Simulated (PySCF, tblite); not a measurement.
# C₄H₉F₃Si₂: infrared bands and NMR shifts

What infrared bands and NMR shifts should C₄H₉F₃Si₂ (`C[SiH2]/C=C(\[SiH3])C(F)(F)F`) show?

Programs: tblite 0.8.0 and PySCF 2.14.0, with density-fitted response routines of our own. Each step states its level of theory. These are calculated values for one molecule in the gas phase, unless marked as measured. Atoms are numbered from 0 throughout.

**1. The starting structure**

18 atoms, charge 0, multiplicity 1; geometry from: GFN2-xTB.

Bonds of the start (Å): C0–Si1 1.90, Si1–C2 1.89, C2–C3 1.33, C3–Si4 1.90, C3–C5 1.49, C5–F6 1.34, C5–F7 1.35, C5–F8 1.35, C0–H9 1.09, C0–H10 1.09, C0–H11 1.09, Si1–H12 1.47, Si1–H13 1.47, C2–H14 1.09, Si4–H15 1.46, Si4–H16 1.46, Si4–H17 1.46.

**2. Harmonic vibrations with GFN2-xTB**

What the job is given:

```
{"job": {"kind": "ir", "xc": "GFN2-xTB", "basis": "xTB"}, "charge": 0, "multiplicity": 1}
C     -2.660206    -0.202617    -0.794037
Si    -1.722053     0.618346     0.638868
C     -0.148512    -0.380370     0.944790
C      1.023488    -0.211919     0.340010
Si     1.486722     1.080008    -0.967412
C      2.169730    -1.103582     0.684816
F      1.940370    -1.971728     1.683913
F      3.262215    -0.400735     1.053070
F      2.559053    -1.853238    -0.369574
H     -3.596434     0.310587    -0.992246
H     -2.073707    -0.186467    -1.708629
H     -2.893737    -1.240825    -0.572731
H     -2.514452     0.556642     1.874076
H     -1.382677     2.008973     0.319440
H     -0.231341    -1.174001     1.681637
H      0.429781     1.072489    -1.979255
H      1.574216     2.371524    -0.285141
H      2.768786     0.713229    -1.563251
```

**Question.** This job is followed by: GIAO PBE0/pcSseg-1 NMR shielding, non-relativistic, gas phase. What will the session give for the following? strongest single infrared mode (GFN2-xTB); zero-point energy (GFN2-xTB); 13C shifts against TMS (PBE0/pcSseg-1); 1H shifts against TMS (PBE0/pcSseg-1, means over atoms taken as alike); 29Si shifts against TMS (PBE0/pcSseg-1); 19F shifts against CFCl3 (PBE0/pcSseg-1, means over atoms taken as alike).

The runs gave:

```
                                                                 quantity                          value
                                strongest single infrared mode (GFN2-xTB)          2217 cm⁻¹, 425 km/mol
                                             zero-point energy (GFN2-xTB)                  70.2 kcal/mol
                                   13C shifts against TMS (PBE0/pcSseg-1)  155.9, 149.7, 133.4, -6.7 ppm
   1H shifts against TMS (PBE0/pcSseg-1, means over atoms taken as alike)     7.88, 4.53, 4.33, 0.34 ppm
                                  29Si shifts against TMS (PBE0/pcSseg-1)               -53.5, -82.3 ppm
19F shifts against CFCl3 (PBE0/pcSseg-1, means over atoms taken as alike)                      -80.5 ppm
```

All 48 modes are real, so the xTB geometry is a minimum. The strongest single mode, at 2217 cm⁻¹, moves mainly H12. GFN2-xTB is a fitted tight-binding method: band positions and strengths are rough. Its intensities can rank the bands wrongly. The most deshielded hydrogen is H14 (hydrogen on an alkene CH), at 7.88 ppm: olefinic region. At PBE0/pcSseg-1: The widest tensor belongs to C2: span 270 ppm, with a paramagnetic part of -229 ppm.
